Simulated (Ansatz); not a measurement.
# Ga4SbAs3: the cost of one run

Computed with Ansatz 0.2.0 (DFT PBE, scalar-relativistic, plane waves, PAW, unless a step's input says otherwise).

## (1) The system as given

It takes space group P-4m2 (No. 115, tetragonal). Conventional cell: a = 3.962 Å, b = 3.962 Å, c = 11.206 Å, α = 90.00°, β = 90.00°, γ = 90.00°. Ga (site symmetry 2mm) has 2 As at 2.43 Å and 2 Sb at 2.43 Å as nearest neighbours. Ga (site symmetry 2mm) is surrounded by 4 As at 2.43 Å. Around Sb (site symmetry -4m2) lie 4 Ga at 2.43 Å. As (site symmetry 2mm) is surrounded by 4 Ga at 2.43 Å. Around As (site symmetry -4m2) lie 4 Ga at 2.43 Å.

Coordinates:

```cif
data_structure
_symmetry_space_group_name_H-M 'P-4m2'
_symmetry_Int_Tables_number 115
_cell_length_a 3.9620
_cell_length_b 3.9620
_cell_length_c 11.2061
_cell_angle_alpha 90.000
_cell_angle_beta 90.000
_cell_angle_gamma 90.000
_cell_volume 175.90
loop_
_atom_site_label
_atom_site_type_symbol
_atom_site_symmetry_multiplicity
_atom_site_Wyckoff_symbol
_atom_site_fract_x
_atom_site_fract_y
_atom_site_fract_z
_atom_site_occupancy
Ga1 Ga 2 g 0.50000 0.00000 0.62500 1
Ga2 Ga 2 g 0.00000 0.50000 0.87500 1
Sb1 Sb 1 c 0.50000 0.50000 0.50000 1
As1 As 2 e 0.00000 0.00000 0.75000 1
As2 As 1 b 0.50000 0.50000 0.00000 1
```

The start is an ordering of an alloy on its end members' structure types: elements ordered on the sites of the GaSb type, As/Sb on Sb (P-4m2, No. 115).

## (2) The guess as it stands, on a coarse mesh

input.yaml reads:

```yaml
crystal:
  lattice:
    - [3.96195439, 0.0, 0.0]
    - [0.0, 3.96195439, 0.0]
    - [0.0, 0.0, 11.20609926]
  atoms:
    - { symbol: Ga, position: [0.5, 0.0, 0.625] }
    - { symbol: Ga, position: [0.0, 0.5, 0.875] }
    - { symbol: Ga, position: [0.5, 0.0, 0.125] }
    - { symbol: Ga, position: [0.0, 0.5, 0.375] }
    - { symbol: Sb, position: [0.5, 0.5, 0.5] }
    - { symbol: As, position: [0.0, 0.0, 0.75] }
    - { symbol: As, position: [0.5, 0.5, 0.0] }
    - { symbol: As, position: [0.0, 0.0, 0.25] }
basis:
  ecutwfc: 420
kpoints:
  mp_grid: { grid: [4, 4, 2] }
hamiltonian:
  xc: pbe
scf:
  occupations: { method: gaussian, width: 0.1 }
  lower_state_search: "off"
output:
  forces: true
  stress: true
  eigenvalues: true
```

On the command line:

```console
$ ansatz run input.yaml --threads 1 --pin off --max-ram 2560MiB --backend cpu --events-out ev --progress --plain --runs-dir out
```

What time and memory should one allow on 1 thread of Intel Xeon at 2.50GHz (Skylake/Cascade Lake), shared host?

About 22 s, with a peak of 0.46 GiB.
